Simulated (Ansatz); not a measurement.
# TaO2: the cost of one run

Program: Ansatz 0.2.0. Level of theory: DFT r2SCAN, scalar-relativistic, plane waves, PAW. These are calculated values, not measurements.

1 further run of the same task is left out (set aside as unsound or not needed).

## Step 1: The system as given

Symmetry: P4_2/mnm, No. 136, tetragonal system. Conventional cell: a = 4.968 Å, b = 4.968 Å, c = 2.846 Å, α = 90.00°, β = 90.00°, γ = 90.00°. Ta (site symmetry mmm) is surrounded by 6 O at 2.00 to 2.08 Å. Around O (site symmetry m2m) lie 3 Ta at 2.00 to 2.08 Å.

Coordinates:

```
CELL_PARAMETERS angstrom
4.96845 0.00000 0.00000
0.00000 4.96845 0.00000
0.00000 0.00000 2.84572
ATOMIC_POSITIONS crystal
Ta 0.00000 0.00000 0.50000
Ta 0.50000 0.50000 0.00000
O 0.71557 0.28443 0.50000
O 0.28443 0.71557 0.50000
O 0.21557 0.21557 0.00000
O 0.78443 0.78443 0.00000
```

It goes back to an entry of the Materials Project, which need not be the stable form.

It is the result of an earlier relaxation at this level (volume 11.71 Å³/atom; gap on the mesh: none (metal)).

## Step 2: The cell scaled to 0.97 of its volume

Contents of input.yaml:

```yaml
crystal:
  lattice:
    - [4.9182610613, 0.0, 0.0]
    - [0.0, 4.9182610613, 0.0]
    - [0.0, 0.0, 2.8169712773]
  atoms:
    - { symbol: Ta, position: [0.0, 0.0, 0.5] }
    - { symbol: Ta, position: [0.5, 0.5, 0.0] }
    - { symbol: O, position: [0.7155708198, 0.2844291802, 0.5] }
    - { symbol: O, position: [0.2844291802, 0.7155708198, 0.5] }
    - { symbol: O, position: [0.2155708198, 0.2155708198, 0.0] }
    - { symbol: O, position: [0.7844291802, 0.7844291802, 0.0] }
basis:
  ecutwfc: 500
kpoints:
  mp_grid: { grid: [8, 8, 12] }
hamiltonian:
  xc: r2scan
scf:
  occupations: { method: gaussian, width: 0.1 }
output:
  forces: true
  stress: true
  eigenvalues: true
relax:
  adjacent_minimum: "off"
  f_tol: 0.01
  max_steps: 30
  cell: { stress_tol: 0.1, fix: [volume] }
```

Command:

```
ansatz run input.yaml --threads 1 --pin off --max-ram 2560MiB --backend cpu --events-out ev --progress --plain --runs-dir out
```

Q: Estimate wall time and peak memory on 1 thread of Intel Xeon Platinum 8488C (Sapphire Rapids), shared host.

About 73 s, with a peak of 0.69 GiB.
